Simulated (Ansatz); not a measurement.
# MgB2: a relaxation

The task is a relaxation on MgB2. The structure is shown as the input types it.

Method: DFT, LDA, PAW with Ansatz's default frozen-core files, scalar-relativistic; relaxation of cell and atoms, in Ansatz 0.2.0.

## (1) The starting structure

Symmetry: P6/mmm, No. 191, hexagonal system. The conventional cell has a = 3.085 Å, b = 3.085 Å, c = 3.523 Å, α = 90.00°, β = 90.00°, γ = 120.00°. Around Mg (site symmetry 6/mmm) lie 12 B at 2.51 Å. Around B (site symmetry -6m2) lie 3 B at 1.78 Å and 6 Mg at 2.51 Å.

Structure file:

```cif
data_structure
_symmetry_space_group_name_H-M 'P 1'
_symmetry_Int_Tables_number 1
_cell_length_a 3.0850
_cell_length_b 3.0850
_cell_length_c 3.5230
_cell_angle_alpha 90.000
_cell_angle_beta 90.000
_cell_angle_gamma 120.000
_cell_volume 29.04
loop_
_atom_site_label
_atom_site_type_symbol
_atom_site_fract_x
_atom_site_fract_y
_atom_site_fract_z
_atom_site_occupancy
Mg1 Mg 0.00000 0.00000 0.00000 1
B1 B 0.33333 0.66667 0.50000 1
B2 B 0.66667 0.33333 0.50000 1
```

## (2) The calculation

input.yaml

```yaml
crystal:
  lattice:
    - [3.08500000001, 0.0, 0.0]
    - [-1.54250000001, 2.67168837068, 0.0]
    - [0.0, 0.0, 3.523]
  atoms:
    - { symbol: Mg, position: [0.0, 0.0, 0.0] }
    - { symbol: B, position: [0.333333333333, 0.666666666667, 0.5] }
    - { symbol: B, position: [0.666666666667, 0.333333333333, 0.5] }
kpoints:
  mp_grid: { grid: [14, 14, 10] }
scf:
  occupations: { method: fixed }
  max_iter: 60
hamiltonian:
  xc: lda
  pseudopotentials: { kind: paw }
relax:
  f_tol: 0.002
  max_steps: 80
  cell: {}
output:
  forces: true
  stress: true
  write_density: true
  write_potential: true
  elf: true
  volumetric_format: npy
```

Command:

```console
> ansatz run input.yaml --threads 1 --pin off --max-ram 3072MiB --backend cpu --events-out ev --progress --plain --runs-dir out
```

Q: Will this input give a usable result? If not, why, and what should change?

The run converged and reported no error, with warnings (band overlap at count, metallic iterate). Convergence says nothing about whether the input makes sense.

In the input, scf.occupations.method is fixed; scf.occupations.width is missing. What could go wrong: fixed occupations where they can't hold. It still converged here, which does not make the setting sound.

To check: set scf.occupations.method to fermi_dirac and scf.occupations.width to 0.05.
